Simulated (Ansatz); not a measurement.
# two structures of Ti: a comparison of enthalpies under pressure

Computed with the Ansatz DFT code, driven from Python.

Typed at the interpreter:
```pycon
>>> import ansatz
>>> import numpy as np
>>> def bcc(first, a):
...     return (
...         ansatz.Lattice.bcc(a)
...         .space_group(229)
...         .atom(first, (0, 0, 0))
...         .primitive()
...     )
...
>>> def sc(A, a):
...     return (
...         ansatz.Lattice.cubic(a)
...         .space_group(221)
...         .atom(A, (0, 0, 0))
...     )
...
>>> def run_phase(name, crystal, pressure=0.0):
...     calc = (
...         crystal.calculation()
...         .functional(ansatz.Functional.PBESOL)
...         .scf(tolerance=1e-08)
...         .basis(500)
...         .kpoints(spacing=0.27)
...         .occupations("cold", width=0.1)  # fractional filling near the Fermi level
...     )
...     calc = calc.relax(force_tolerance=0.03, cell=True, pressure=pressure)
...     return calc.run(threads=1)
...
>>> def volume_per_atom(outcome):
...     return abs(np.linalg.det(outcome.lattice.cell_ang)) / len(outcome.lattice.sites)
...
>>> phases = {}
>>> phases["bcc"] = bcc("Ti", 3.28)
>>> phases["sc"] = sc("Ti", 2.69)
>>> # H = E + PV, with 1 eV per cubic angstrom equal to 160.2 GPa
>>> pressures = [0, 20, 40, 60]
>>> enthalpy, volume = {name: [] for name in phases}, {name: [] for name in phases}
>>> for p in pressures:
...     for name, crystal in phases.items():
...         o = run_phase(name, crystal, pressure=p)
...         volume[name].append(volume_per_atom(o))
...         enthalpy[name].append(o.report["energy_sigma0_ev"] / len(o.lattice.sites) + p * volume[name][-1] / 160.21766)
...
DeckWarning: relax.cell: scf.convergence.dr2_threshold = 1e-8 eV is looser than the 1e-10 eV advised for a relaxation that steers and ends on the stress (1e-10 eV for each atom of the cell: 1). What [...]
>>> gap = np.array(enthalpy["sc"]) - np.array(enthalpy["bcc"])
>>> rows = [(p, va, vb, 1000 * d) for p, va, vb, d in zip(pressures, volume["bcc"], volume["sc"], gap)]
>>> print("| P (GPa) | V bcc (A^3/atom) | V sc (A^3/atom) | H(sc) - H(bcc) (meV/atom) |")
| P (GPa) | V bcc (A^3/atom) | V sc (A^3/atom) | H(sc) - H(bcc) (meV/atom) |
>>> print("| --- | --- | --- | --- |")
| --- | --- | --- | --- |
>>> for row in rows:
...     print(f"| {row[0]:d} | {row[1]:.3f} | {row[2]:.3f} | {row[3]:+.1f} |")
...
| 0 | 16.493 | 17.382 | +714.6 |
| 20 | 14.330 | 14.708 | +790.4 |
| 40 | 12.927 | 13.166 | +822.5 |
| 60 | 11.935 | 12.138 | +849.8 |
>>> crossings = [p0 - g0 * (p1 - p0) / (g1 - g0) for p0, p1, g0, g1 in zip(pressures, pressures[1:], gap, gap[1:]) if g0 * g1 < 0]
>>> print("crossing near", [round(float(p), 1) for p in crossings], "GPa") if crossings else print("no crossing in this range")
no crossing in this range
```

What to keep in mind:
- At a fixed pressure a relaxation lowers the enthalpy F + PV, while F alone can rise.
- For the metals among these phases the mesh is modest: differences between phases can be off by up to 40 meV an atom.
- Warnings are shown shortened and without file and line.
- Only these two structures are compared, at zero temperature and with their symmetry kept; either may be hypothetical, and another phase may be lower than both. Differences under about 40 meV an atom lie within the error of mesh and functional.
- The cells are prototypes set up for this calculation and needn't exist.
- The whole script took 25 s on 1 thread of Arm Neoverse V2, on a shared host, peak memory 0.37 GiB.

(Lines on the test bed's own set-up are left out of the output.)
